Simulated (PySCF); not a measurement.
# C5H7NO2Se: magnetic properties

Aim: compute the magnetic properties of C5H7NO2Se (`C=NCC([SeH])(C=O)C=O`).

Computed with PySCF 2.14.0 and routines of our own; the level stands in each step. Atoms count from 0.

## 1. The system as given

16 atoms, charge 0, multiplicity 1; geometry from: GFN2-xTB.

## 2. Magnetic properties: GIAO PBE/pcSseg-1

What the job is given:

```
{"job": {"kind": "mag", "xc": "PBE", "basis": "pcSseg-1", "isotopologues": 0}, "charge": 0, "multiplicity": 1}
C      2.632369    -0.266438    -0.242818
N      1.580323     0.389585    -0.079535
C      0.511648    -0.100896     0.733776
C     -0.784725     0.006135    -0.055556
Se    -0.756524     1.529575    -1.385731
C     -1.179582    -1.171238    -0.872812
O     -1.752298    -1.053651    -1.921076
C     -1.947919     0.555213     0.739450
O     -1.834351     1.079224     1.812118
H      3.404397     0.153338    -0.869117
H      2.830739    -1.239504     0.216244
H      0.423707     0.560454     1.606034
H      0.659957    -1.135509     1.084050
H      0.054880     2.376898    -0.539147
H     -0.941604    -2.159218    -0.439175
H     -2.908615     0.484977     0.201882
```

With the program's defaults for keys left out, this is: GIAO PBE/pcSseg-1 magnetisability, rotational g tensor and spin-rotation constants, non-relativistic, gas phase.

Command:

```bash
$ OMP_NUM_THREADS=1 python excited_run.py task.json out
```

The driver reads the jobs from task.json and runs them one after another.

The program printed:

```text
coarse grid: 66016 points
cycle   1  E = -2800.0490996859  dE =  3.890e-01  |g| = 1.411e+00  |ddm| = 3.976e+00
cycle   2  E = -2796.4602961600  dE =  3.589e+00  |g| = 3.762e+00  |ddm| = 6.619e+00
cycle   3  E = -2800.0000460371  dE = -3.540e+00  |g| = 1.073e+00  |ddm| = 6.414e+00
cycle   4  E = -2800.2746247339  dE = -2.746e-01  |g| = 4.690e-01  |ddm| = 1.645e+00
cycle   5  E = -2800.2830596822  dE = -8.435e-03  |g| = 4.334e-01  |ddm| = 8.111e-01
cycle   6  E = -2800.3191968609  dE = -3.614e-02  |g| = 1.340e-01  |ddm| = 4.496e-01
cycle   7  E = -2800.3228718768  dE = -3.675e-03  |g| = 3.311e-02  |ddm| = 1.241e-01
cycle   8  E = -2800.3230024424  dE = -1.306e-04  |g| = 2.103e-02  |ddm| = 3.823e-02
cycle   9  E = -2800.3230976925  dE = -9.525e-05  |g| = 4.399e-03  |ddm| = 1.887e-02
cycle  10  E = -2800.3231009663  dE = -3.274e-06  |g| = 2.159e-03  |ddm| = 7.246e-03
final grid: 140128 points
cycle  11  E = -2800.3230690366  dE =  7.114e-06  |g| = 5.435e-03  |ddm| = 1.075e-02
cycle  12  E = -2800.3230205454  dE =  4.849e-05  |g| = 1.439e-02  |ddm| = 2.424e-02
cycle  13  E = -2800.3230769423  dE = -5.640e-05  |g| = 2.063e-03  |ddm| = 1.719e-02
cycle  14  E = -2800.3230778003  dE = -8.581e-07  |g| = 2.179e-04  |ddm| = 1.698e-03
cycle  15  E = -2800.3230778104  dE = -1.002e-08  |g| = 7.838e-05  |ddm| = 3.314e-04
cycle  16  E = -2800.3230778117  dE = -1.339e-09  |g| = 1.490e-05  |ddm| = 7.244e-05
cycle  17  E = -2800.3230778118  dE = -5.457e-11  |g| = 3.147e-06  |ddm| = 1.750e-05
converged SCF energy = -2800.3230778118

Magnetisability tensor (1e-30 J/T^2)
    -1180.03     -136.67       83.84
     -136.67    -1352.52        3.37
       83.84        3.37    -1142.90
isotropic -1225.15   principal values   -1434.71  -1193.13  -1047.61
isotropic susceptibility -73.780 1e-6 cm^3/mol

Inertial axes            a          b          c
rot. const./GHz      1.2341     1.0004     0.8959
chi total           -65.415    -74.469    -81.457
chi diamagnetic   -1008.731  -1272.722  -1382.090
chi paramagnetic    943.317   1198.253   1300.633
quadrupole/D A        8.385     -5.598     -2.787
g nuclear            0.5145     0.5450     0.5334
g electronic        -0.5469    -0.5632    -0.5474
g total             -0.0324    -0.0181    -0.0140

Spin-rotation constants (kHz, H = +C I.J)
atom  isotope        aa         bb         cc
  1    14N        0.316      0.251      0.108
  9     1H       -0.067      0.048     -0.080
 10     1H       -0.034     -0.031     -0.025
 11     1H       -0.095     -0.056     -0.003
 12     1H       -0.066     -0.064     -0.040
 13     1H       -0.090     -0.113     -0.002
 14     1H       -0.032     -0.027      0.001
 15     1H        0.101     -0.085     -0.054
  0    13C*       0.409      0.417      0.265
  2    13C*       0.285      0.180      0.202
  3    13C*       0.332      0.264      0.220
  4   77Se*       2.806      1.819      1.415
  5    13C*       0.465      0.379      0.472
  6    17O*      -0.673     -0.659     -0.645
* in the singly substituted isotopologue
```

Run time: 56 s. Hardware: 1 thread of Intel Xeon 6975P-C, shared host; peak memory 0.82 GiB.

From this job:

| quantity | value |
| --- | --- |
| magnetisability | -1225·10⁻³⁰ J/T² |
| molar susceptibility | -73.8·10⁻⁶ cm³/mol |
| rotational g (a, b, c) | -0.0324, -0.0181, -0.0140 |

## 3. Magnetic properties: GIAO B97-2/3-21G

The job, as its differences from that of step 2:

```diff
@@ -1,2 +1,2 @@
-{"job": {"kind": "mag", "xc": "PBE", "basis": "pcSseg-1", "isotopologues": 0}, "charge": 0, "multiplicity": 1}
+{"job": {"kind": "mag", "xc": "B97-2", "basis": "3-21G"}, "charge": 0, "multiplicity": 1}
 C      2.632369    -0.266438    -0.242818
```

Method: GIAO B97-2/3-21G magnetisability, rotational g tensor and spin-rotation constants, non-relativistic, gas phase.

The program printed:

```text
coarse grid: 66016 points
cycle   1  E = -2788.0603991529  dE = -8.202e-01  |g| = 1.085e+00  |ddm| = 4.347e+00
cycle   2  E = -2786.9804781451  dE =  1.080e+00  |g| = 2.558e+00  |ddm| = 4.556e+00
cycle   3  E = -2788.3115740479  dE = -1.331e+00  |g| = 1.487e-01  |ddm| = 3.560e+00
cycle   4  E = -2788.3143692491  dE = -2.795e-03  |g| = 1.295e-01  |ddm| = 4.012e-01
cycle   5  E = -2788.3180157909  dE = -3.647e-03  |g| = 4.008e-02  |ddm| = 1.616e-01
cycle   6  E = -2788.3183656911  dE = -3.499e-04  |g| = 8.227e-03  |ddm| = 4.509e-02
cycle   7  E = -2788.3183780032  dE = -1.231e-05  |g| = 3.296e-03  |ddm| = 7.938e-03
cycle   8  E = -2788.3183799838  dE = -1.981e-06  |g| = 1.435e-03  |ddm| = 4.571e-03
final grid: 140128 points
cycle   9  E = -2788.3184389212  dE =  1.378e-06  |g| = 3.024e-03  |ddm| = 5.523e-03
cycle  10  E = -2788.3184323114  dE =  6.610e-06  |g| = 6.461e-03  |ddm| = 9.921e-03
cycle  11  E = -2788.3184408101  dE = -8.499e-06  |g| = 2.434e-04  |ddm| = 6.667e-03
cycle  12  E = -2788.3184408235  dE = -1.345e-08  |g| = 5.485e-05  |ddm| = 2.353e-04
cycle  13  E = -2788.3184408242  dE = -6.830e-10  |g| = 6.057e-06  |ddm| = 6.648e-05
converged SCF energy = -2788.3184408242

Magnetisability tensor (1e-30 J/T^2)
    -1237.82     -123.94       82.71
     -123.94    -1404.86       10.92
       82.71       10.92    -1189.84
isotropic -1277.51   principal values   -1479.36  -1243.69  -1109.48
isotropic susceptibility -76.933 1e-6 cm^3/mol

Inertial axes            a          b          c
rot. const./GHz      1.2341     1.0004     0.8959
chi total           -69.307    -77.450    -84.043
chi diamagnetic   -1007.266  -1270.746  -1380.592
chi paramagnetic    937.959   1193.296   1296.550
quadrupole/D A        8.693     -6.158     -2.534
g nuclear            0.5145     0.5450     0.5334
g electronic        -0.5438    -0.5608    -0.5457
g total             -0.0293    -0.0158    -0.0123

Spin-rotation constants (kHz, H = +C I.J)
atom  isotope        aa         bb         cc
  1    14N        0.268      0.212      0.082
  9     1H       -0.071      0.041     -0.085
 10     1H       -0.040     -0.036     -0.035
 11     1H       -0.101     -0.063     -0.012
 12     1H       -0.077     -0.072     -0.046
 13     1H       -0.101     -0.131     -0.012
 14     1H       -0.038     -0.035     -0.006
 15     1H        0.079     -0.089     -0.059
  0    13C*       0.321      0.339      0.204
  2    13C*       0.213      0.133      0.149
  3    13C*       0.247      0.194      0.162
  4   77Se*       2.078      1.421      1.044
  5    13C*       0.357      0.288      0.395
  6    17O*      -0.599     -0.568     -0.582
* in the singly substituted isotopologue
```

Run time: 16 s. Hardware: 1 thread of Intel Xeon 6975P-C, shared host; peak memory 0.73 GiB.

In short:

| quantity | value |
| --- | --- |
| magnetisability | -1278·10⁻³⁰ J/T² |
| molar susceptibility | -76.9·10⁻⁶ cm³/mol |
| rotational g (a, b, c) | -0.0293, -0.0158, -0.0123 |

## 4. Magnetic properties: M06-2X/3-21G

The job, as its differences from that of step 3:

```diff
@@ -1,2 +1,2 @@
-{"job": {"kind": "mag", "xc": "B97-2", "basis": "3-21G"}, "charge": 0, "multiplicity": 1}
+{"job": {"kind": "mag", "xc": "M06-2X", "basis": "3-21G", "scf": {"max_cycle": 83}}, "charge": 0, "multiplicity": 1}
 C      2.632369    -0.266438    -0.242818
```

With the program's defaults for keys left out, this is: M06-2X/3-21G.

The program printed:

```text
NotImplementedError: meta-GGA with London orbitals
```

It took 8.6 s on 1 thread of Intel Xeon 6975P-C, shared host; peak memory 0.64 GiB.

Diagnosis: This response code has no terms for the kinetic-energy density, so it refuses meta-GGA functionals here. Cure: take a GGA or a hybrid, or another code.

## 5. The levels compared

| level | ξ (10⁻³⁰ J/T²) | g(a) | g(b) | gap (eV) | functions | time |
| --- | --- | --- | --- | --- | --- | --- |
| GIAO PBE/pcSseg-1 | -1225 | -0.0324 | -0.0181 | 2.52 | 212 | 56 s |
| GIAO B97-2/3-21G | -1278 | -0.0293 | -0.0158 | 4.50 | 108 | 16 s |

## 6. Summary of results

```
                                          quantity                               value
       magnetisability (step 2, GIAO PBE/pcSseg-1)                    -1225·10⁻³⁰ J/T²
  molar susceptibility (step 2, GIAO PBE/pcSseg-1)                  -73.8·10⁻⁶ cm³/mol
rotational g (a, b, c) (step 2, GIAO PBE/pcSseg-1)           -0.0324, -0.0181, -0.0140
                   magnetisability over the levels           -1278 to -1225·10⁻³⁰ J/T²
                                              runs  1 failed, 0 ended on unsound input
```

**Reading.** Steps that list no spin-orbit terms leave them out, which matters at and beside the heavy atoms. The magnetisability spreads by 4.2 % over 2 levels, from GIAO B97-2/3-21G (16 s) to GIAO PBE/pcSseg-1 (56 s); the runs took 16 s to 56 s. Two levels can agree by chance, so this spread shows no convergence. Vibrational averaging and real surroundings are missing from these values.
